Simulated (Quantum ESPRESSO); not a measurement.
ScSi2: zone-centre phonons under several settings

```
CELL_PARAMETERS angstrom
3.66000 0.00000 0.00000
-1.83000 3.16965 0.00000
0.00000 0.00000 3.87000
ATOMIC_POSITIONS crystal
Sc 0.00000 0.00000 0.00000
Si 0.66667 0.33333 0.50000
Si 0.33333 0.66667 0.50000
```

All runs used Quantum ESPRESSO 7.5; potentials GBRV 1.5 PBE; k mesh 6 × 6 × 5; relaxed cell; no spin polarisation; cutoff 612 eV; occupations cold, width 0.2 eV.

```csv
level,volume (Å³/atom),lowest optical mode without the field (cm⁻¹),highest optical mode without the field (cm⁻¹)
PBE,16.81,133,455
PBE+D2,?,?,?
PBE+D3(BJ),16.05,153,491
rPW86PBE+rVV10,17.01,122,448
rev-vdW-DF2,16.66,127,459
```

Q: What stands in the row left open?

A: Volume 16.49 Å³/atom; lowest optical mode without the field 118 cm⁻¹; highest optical mode without the field 469 cm⁻¹.

Caveats: the mesh is thin for the phonons of a metal; pairwise dispersion overbinds metals, which lowers pressure and volume (some runs); the potentials were made for another functional, which shifts forces and pressure (some runs).

For the row left open. Caveat: the k mesh is coarse; the mesh is thin for the phonons of a metal; pairwise dispersion overbinds metals, which lowers pressure and volume.
